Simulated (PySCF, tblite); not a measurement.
**C7H9+: geometry, infrared bands and NMR shifts**

What infrared bands and NMR shifts should C7H9+ (`C=C(C)C[c+]1cc1`) show?

Programs: tblite 0.8.0 and PySCF 2.14.0, with density-fitted response routines of our own. Each step states its level of theory. These are calculated values for one molecule in the gas phase, unless marked as measured. Atoms are numbered from 0 throughout.

## 1. The starting structure

16 atoms, charge 1, multiplicity 1; geometry from: force field or distance geometry start.

Bonds of the start (Å): C0–C1 1.34, C1–C2 1.48, C1–C3 1.49, C3–C4 1.47, C4–C5 1.38, C5–C6 1.39, C6–C4 1.39, C0–H7 1.10, C0–H8 1.07, C2–H9 1.09, C2–H10 1.12, C2–H11 1.12, C3–H12 1.12, C3–H13 1.11, C5–H14 1.09, C6–H15 1.09.

## 2. Relaxing the molecule with GFN2-xTB

Job settings and geometry (Å):

```
{"job": {"kind": "relax", "xc": "GFN2-xTB", "basis": "xTB"}, "charge": 1, "multiplicity": 1}
C     -1.877000     0.882300     0.887300
C     -0.970400    -0.031900     0.528200
C     -1.220900    -0.915100    -0.635100
C      0.291200    -0.157000     1.318100
C      1.411300     0.095800     0.396700
C      2.276400     0.978300    -0.209600
C      2.340000    -0.370500    -0.522500
H     -2.768500     0.895100     0.239300
H     -1.759100     1.544100     1.721200
H     -0.347600    -1.499500    -0.932900
H     -1.434700    -0.209000    -1.483100
H     -2.153400    -1.522200    -0.489000
H      0.369000    -1.122300     1.879600
H      0.289200     0.669400     2.061100
H      2.732600     1.946800    -0.420600
H      2.814200    -1.175000    -1.082400
```

Started as:

```bash
> OMP_NUM_THREADS=1 python probes_run.py task.json out
```

The driver reads the jobs from task.json and runs them one after another.

**Question.** This job is followed by: GFN2-xTB harmonic vibrations, gas phase; GIAO PBE0/pcSseg-1 NMR shielding, non-relativistic, gas phase. What will the session give for the following? strongest single infrared mode (GFN2-xTB); zero-point energy (GFN2-xTB); ¹³C shifts against TMS (PBE0/pcSseg-1, means over atoms taken as alike); ¹H shifts against TMS (PBE0/pcSseg-1, means over atoms taken as alike).

The runs gave:

| quantity | value |
| --- | --- |
| strongest single infrared mode (GFN2-xTB) | 1813 cm⁻¹, 129 km/mol |
| zero-point energy (GFN2-xTB) | 82.0 kcal/mol |
| ¹³C shifts against TMS (PBE0/pcSseg-1, means over atoms taken as alike) | 185.4, 169.4, 143.8, 141.8, 41.8, 25.5 ppm |
| ¹H shifts against TMS (PBE0/pcSseg-1, means over atoms taken as alike) | 9.94, 6.43, 6.19, 4.59, 2.35 ppm |

The optimisation took 133 steps and gained 0.466 eV; among the close pairs (by a distance rule), C1–C3 changed most, from 1.494 to 1.553 Å. All 42 modes are real, so the xTB geometry is a minimum. The strongest single mode, at 1813 cm⁻¹, has its largest shares on C4, C5 and C6 (the list is cut at 3 atoms). GFN2-xTB is a fitted tight-binding method: band positions and strengths are rough. Its intensities can rank the bands wrongly. At PBE0/pcSseg-1: The widest tensor belongs to C4: span 344 ppm, with a paramagnetic part of -250 ppm. By nearest atom (PBE0/pcSseg-1), the HOMO sits on C0, C1 about 34 % each; H11 6 % and the LUMO on C5 44 %; C6 23 %.
